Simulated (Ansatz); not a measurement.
Run this with the Python package of Ansatz (0.2.0) and show what comes out.

`ca5mg.py`:
```python
import warnings

import ansatz as az
import numpy as np

XC = "PBEsol"
ECUT = 420
OCCUPATIONS = "Marzari-Vanderbilt"
SMEARING_WIDTH = 0.1


def count_gap(report):
    # lowest empty less highest filled band, counting bands; zero where they overlap
    return max(report.get("gap_by_band_count_ev") or 0.0, 0.0)


def configured(crystal, spacing):
    return (
        crystal.calculation()
        .functional(XC)
        .basis(ECUT)
        .occupations(OCCUPATIONS, width=SMEARING_WIDTH)
        .kpoints(spacing=spacing)
    )

warnings.simplefilter("ignore", az.DeckWarning)

vectors = np.array([
    [6.606612, 0.0, 0.0],
    [-3.303306, 5.721494, 0.0],
    [0.0, 0.0, 6.210269],
])
xtal = (
    az.Lattice.of(vectors)
    .atom("Ca", [0.678106, 0.0, 0.5])
    .atom("Ca", [0.321894, 0.321894, 0.5])
    .atom("Ca", [0.0, 0.678106, 0.5])
    .atom("Ca", [2 / 3, 1 / 3, 0.0])
    .atom("Ca", [1 / 3, 2 / 3, 0.0])
    .atom("Mg", [0.0, 0.0, 0.0])
)

relaxed = configured(xtal, 0.34).relax(cell=True, force_tolerance=0.01, max_steps=40).checkpoint(write="relax.run", compress=False).run(threads=1, pin="off")
cell = np.asarray(relaxed.lattice.cell_ang)
print("relaxed edges (A):", np.linalg.norm(cell, axis=1).round(4), " volume:", round(abs(np.linalg.det(cell)), 3), "A^3")
for site in relaxed.lattice.sites:
    print(" ", site.symbol, np.round(site.position_frac, 4) + 0.0)

final = az.Crystal.from_checkpoint("relax.run")
done = configured(final, 0.26).functional("lda").stress().band_table().density_of_states(energy_step=0.05).run(threads=1, pin="off")
report = done.report
dos = done.density_of_states()
print(f"pressure at the relaxed cell {np.trace(report['stress_gpa']) / 3:.3f} GPa, gap by band count {count_gap(report):.3f} eV")
if count_gap(report) == 0:
    print("states/eV at the Fermi level:", round(float(np.interp(dos.fermi_ev, dos.energies_ev, dos.spin_summed_g_bin_mean_per_ev)), 3))
```

```console
$ python ca5mg.py
relaxed edges (A): [6.4763 6.4763 6.1108]  volume: 221.964 A^3
  Ca [0.678 0.    0.5  ]
  Ca [0.322 0.322 0.5  ]
  Ca [0.    0.678 0.5  ]
  Ca [0.6667 0.3333 0.    ]
  Ca [0.3333 0.6667 0.    ]
  Mg [0. 0. 0.]
pressure at the relaxed cell -1.197 GPa, gap by band count 0.000 eV
states/eV at the Fermi level: 0.893
```

The mesh is modest for a metal, so energies can be off by several to tens of meV an atom and pressures by half a GPa or more; differences at equal mesh fare better. Only differences from the Fermi energy are physical; the zero of the scale is a convention. A gap by band count of zero or less means overlapping bands, a metal. The structure comes from a database of computed cells and needn't be a stable or known phase. Gaps and levels are Kohn-Sham values on a finite set of k-points. Where the second run takes another functional or mesh than the relaxation, its pressure isn't zero; pressure is positive in compression. The computed bands are complete only to about 0.6 eV above the Fermi level; beyond that the density of states is undercounted. Finished in 26 s on 1 thread of Arm Neoverse V2, on a shared host, peak memory 0.47 GiB.
